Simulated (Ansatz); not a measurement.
The system is WS.

```
W S
1.0
     3.44485    0.00000    0.00000
     0.00000    3.44485    0.00000
     0.00000    0.00000    3.44485
W S
1 1
Direct
  0.50000 0.50000 0.50000
  0.00000 0.00000 0.00000
```

The cell was built by a generator and needn't be a form met in nature.

| Property | Result |
| --- | --- |
| Program | Ansatz 0.2.0 |
| Task | relaxation of cell and atoms |
| Functional | HSE06 |
| Potentials or basis | Ansatz PAW |
| Cutoff | 420 eV (not typed: the program's choice for these potentials) |
| k mesh | 4 × 4 × 4 |
| Occupations | fermi-dirac, width 0.05 eV |
| Spin | no spin polarisation |

At the start: volume 20.44 Å³/atom.

Task: How do energy, volume and symmetry change on relaxing?

Result: It ends after 7 steps and the volume is 13.18 Å³/atom (-35.5 %); space group Pm-3m (No. 221, to 0.05 Å).

Step by step:
| step | energy change (eV) | largest force (eV/Å) | volume (Å³) |
| --- | --- | --- | --- |
| 1 | 0.0000 | 0.0000 | 40.88 |
| 2 | -1.3692 | 0.0000 | 35.19 |
| 3 | -2.4497 | 0.0000 | 30.05 |
| 4 | -2.7706 | 0.0000 | 25.44 |
| 5 | -2.7990 | 0.0000 | 26.26 |
| 6 | -2.7992 | 0.0000 | 26.35 |
| 7 | -2.7973 | 0.0000 | 26.35 |

Final structure:
```
CELL_PARAMETERS angstrom
2.97575 0.00000 0.00000
0.00000 2.97575 0.00000
0.00000 0.00000 2.97575
ATOMIC_POSITIONS crystal
W 0.50000 0.50000 0.50000
S 0.00000 0.00000 0.00000
```

Caveat: the k mesh is coarse (spacing up to 0.46 Å⁻¹), so the values aren't converged, least of all with exact exchange; the volume moved by over 15 % at a fixed basis, so the end points are rough; the plane-wave basis is chosen anew once the cell has moved, so the energies of steps on either side of that aren't comparable; the PAW data sets come from PBE, with cores solved anew for the run's functional, which leaves a small shift of forces and pressure.
